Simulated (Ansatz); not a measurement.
Runs of Ansatz 0.2.0 on AgRh. It takes space group P-6m2 (No. 187, hexagonal). Conventional cell: a = 2.778 Å, b = 2.778 Å, c = 4.809 Å, α = 90.00°, β = 90.00°, γ = 120.00°. Around Ag (site symmetry -6m2) lie 6 Ag at 2.78 Å and 6 Rh at 2.89 Å. Rh (site symmetry -6m2) has 6 Rh at 2.78 Å and 6 Ag at 2.89 Å as nearest neighbours. The cell comes from a database or a generator and needn't be the stable form of this composition.

```tsv
task	level	potentials or basis	cutoff (eV)	points for each segment of the path	gap on the mesh (eV)	pressure (GPa)
band structure	PBEsol	JTH PAW	2100	14	none	-10.6
single point	PBE	Ansatz PAW soft_1	420	-	none	(a)
band structure	PBEsol	Ansatz PAW earlier set	540	14	none	-10.6
band structure	PBEsol	PseudoDojo stringent (PBEsol files)	1197	14	none	-10.5
```

Alike in all rows: no spin polarisation; cell as given; k mesh 11 × 11 × 6; smearing fermi-dirac 0.05 eV.

Q: Fill in the values left out.

A: (a) -2.3.

Caveats: the PAW data sets come from PBE, with cores solved anew for the run's functional, which leaves a small shift of forces and pressure (some runs).

A k mesh can miss the band edges, and the runs leave out spin-orbit coupling on Ag, Rh.

A gap of «none» marks a metal or a gap under the smearing width.

Not every run made on this cell is shown here.
